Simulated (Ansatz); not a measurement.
**The pair FH···Br₂: a pair, distance and turn**

How does the energy of the pair FH···Br₂ change over two coordinates at once? A grid of runs gives the map.

The runs use Ansatz 0.2.0; RKS PBE-D4/def2-SVPD.

## (1) The starting structure

4 atoms, charge 0, spin multiplicity 1.

Atoms are counted from 1 here; the program's logs count them from 0.

Bond lengths: F1–H2 0.941 Å, Br3–Br4 2.331 Å.

As a file:

```
F    -0.1063   -0.2321   -1.9990
H     0.0328    0.1143   -1.1351
Br   -0.3287   -0.9140    2.0946
Br    0.4021    1.0318    1.0395
```

## (5) The grid

- distance Br4···H2: 11 values from 2.007 to 4.607 Å
- turn of F1, H2 about its own atom H2: 10 values from −180 to 144 °, periodic

Nothing else is relaxed (both partners rigid). Energies count from the two partners far apart, frozen as in the relaxed pair, each in its own basis (no counterpoise correction). Points are written as (first, second).

(The set-up runs are not shown.)

## (6) Point (2.489 Å, 0°)

The input, input.yaml:

```yaml
crystal:
  periodic: [false, false, false]
  atoms:
    - { symbol: F, position_ang: [-0.120526, -0.266377, -2.094153] }
    - { symbol: H, position_ang: [0.017273, 0.074366, -1.227743] }
    - { symbol: Br, position_ang: [-0.328263, -0.912979, 2.101933] }
    - { symbol: Br, position_ang: [0.400765, 1.028715, 1.038812] }
basis:
  gaussian: { orbitals: def2-SVPD }
hamiltonian:
  xc: pbe
  dispersion: d4
output:
  forces: true
```

Command:

```console
> ansatz run input.yaml --threads 1 --pin off --max-ram 2560MiB --backend cpu --events-out ev --progress --plain --runs-dir out
```

Further runs follow: all other points of the grid.

Before running it: what results should come out? Wanted: lowest point; dipole moment; largest force on an atom.

As calculated:

```
                                            quantity                                                                         value
                                        lowest point                                                     (2.489 Å, 0°), −15 kJ/mol
highest computed point (blank points may lie higher)                                (2.280 Å, −180°), 1548 kJ/mol above the lowest
                                   dipole moment (D)  1.27 at (2.007 Å, 72°) to 5.86 at (2.111 Å, −144°); 2.59 at the lowest point
                     largest force on an atom (eV/Å)     0.1 at (2.489 Å, 0°) to 48.4 at (2.280 Å, −180°); 0.1 at the lowest point
                             time for the whole task                                               12 min on 1 thread, shared host
```

**Reading.** The lowest computed point is at (2.489 Å, 0°), −15 kJ/mol from the two partners far apart, frozen as in the relaxed pair, each in its own basis (no counterpoise correction). The grid is coarse, so the true minimum lies between grid points and may sit elsewhere than the lowest one. No other kind of well shows on this grid. The highest computed point, (2.280 Å, −180°), lies 1548 kJ/mol above the lowest. On the interpolated surface the easiest way out of the lowest well to its copy in the next cell or period passes a barrier of about 14 kJ/mol. Round the minimum the two coordinates are nearly uncoupled. Without a counterpoise correction the wells come out somewhat too deep.
